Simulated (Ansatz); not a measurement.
# ZrPt3: the cost of one run

Computed with Ansatz 0.2.0 (DFT r2SCAN, scalar-relativistic, plane waves, PAW, unless a step's input says otherwise).

### Step 1. The starting structure

Symmetry: P6_3/mmc, No. 194, hexagonal system. Conventional cell: a = 5.693 Å, b = 5.693 Å, c = 9.300 Å, α = 90.00°, β = 90.00°, γ = 120.00°. Zr (site symmetry -3m) has 12 Pt at 2.85 to 2.87 Å in its first shell of neighbours. Zr (site symmetry -6m2) has 12 Pt at 2.85 Å in its first shell of neighbours. Around Pt (site symmetry 2/m) lie 8 Pt at 2.84 to 2.85 Å and 4 Zr at 2.85 Å. Pt (site symmetry mm2) has 8 Pt at 2.79 to 2.91 Å and 4 Zr at 2.85 to 2.87 Å in its first shell of neighbours.

As a file:

```cif
data_structure
_symmetry_space_group_name_H-M 'P6_3/mmc'
_symmetry_Int_Tables_number 194
_cell_length_a 5.6932
_cell_length_b 5.6932
_cell_length_c 9.3000
_cell_angle_alpha 90.000
_cell_angle_beta 90.000
_cell_angle_gamma 120.000
_cell_volume 261.05
loop_
_atom_site_label
_atom_site_type_symbol
_atom_site_symmetry_multiplicity
_atom_site_Wyckoff_symbol
_atom_site_fract_x
_atom_site_fract_y
_atom_site_fract_z
_atom_site_occupancy
Zr1 Zr 2 a 0.00000 0.00000 0.50000 1
Zr2 Zr 2 c 0.33333 0.66667 0.25000 1
Pt1 Pt 6 g 0.50000 0.50000 0.50000 1
Pt2 Pt 6 h 0.82986 0.65972 0.25000 1
```

Source of the structure: the Materials Project (structure only).

(A quick probe on a coarse mesh, which set the mesh and smearing, is not shown.)

### Step 3. Full relaxation

The input, input.yaml:

```yaml
crystal:
  lattice:
    - [5.6932303435, 0.0, 0.0]
    - [-2.8466151717, 4.930482107, 0.0]
    - [0.0, 0.0, 9.299959]
  atoms:
    - { symbol: Zr, position: [0.0, 0.0, 0.5] }
    - { symbol: Zr, position: [0.0, 0.0, 0.0] }
    - { symbol: Zr, position: [0.33333333, 0.66666667, 0.25] }
    - { symbol: Zr, position: [0.66666667, 0.33333333, 0.75] }
    - { symbol: Pt, position: [0.5, 0.5, 0.5] }
    - { symbol: Pt, position: [0.5, 0.0, 0.5] }
    - { symbol: Pt, position: [0.0, 0.5, 0.5] }
    - { symbol: Pt, position: [0.5, 0.5, 0.0] }
    - { symbol: Pt, position: [0.5, 0.0, 0.0] }
    - { symbol: Pt, position: [0.0, 0.5, 0.0] }
    - { symbol: Pt, position: [0.82985889, 0.65971778, 0.25] }
    - { symbol: Pt, position: [0.34028222, 0.17014111, 0.25] }
    - { symbol: Pt, position: [0.82985889, 0.17014111, 0.25] }
    - { symbol: Pt, position: [0.17014111, 0.34028222, 0.75] }
    - { symbol: Pt, position: [0.65971778, 0.82985889, 0.75] }
    - { symbol: Pt, position: [0.17014111, 0.82985889, 0.75] }
basis:
  ecutwfc: 500
kpoints:
  mp_grid: { grid: [9, 9, 4] }
hamiltonian:
  xc: r2scan
scf:
  occupations: { method: gaussian, width: 0.1 }
output:
  forces: true
  stress: true
  eigenvalues: true
relax:
  adjacent_minimum: "off"
  f_tol: 0.005
  max_steps: 80
  cell: { stress_tol: 0.05 }
```

Command:

```bash
ansatz run input.yaml --threads 8 --pin off --max-ram 22528MiB --backend cpu --events-out ev --progress --plain --runs-dir out
```

Q: Estimate wall time and peak memory on 8 threads of Arm Neoverse V2, shared host.

About 82 s, with a peak of 3.4 GiB.
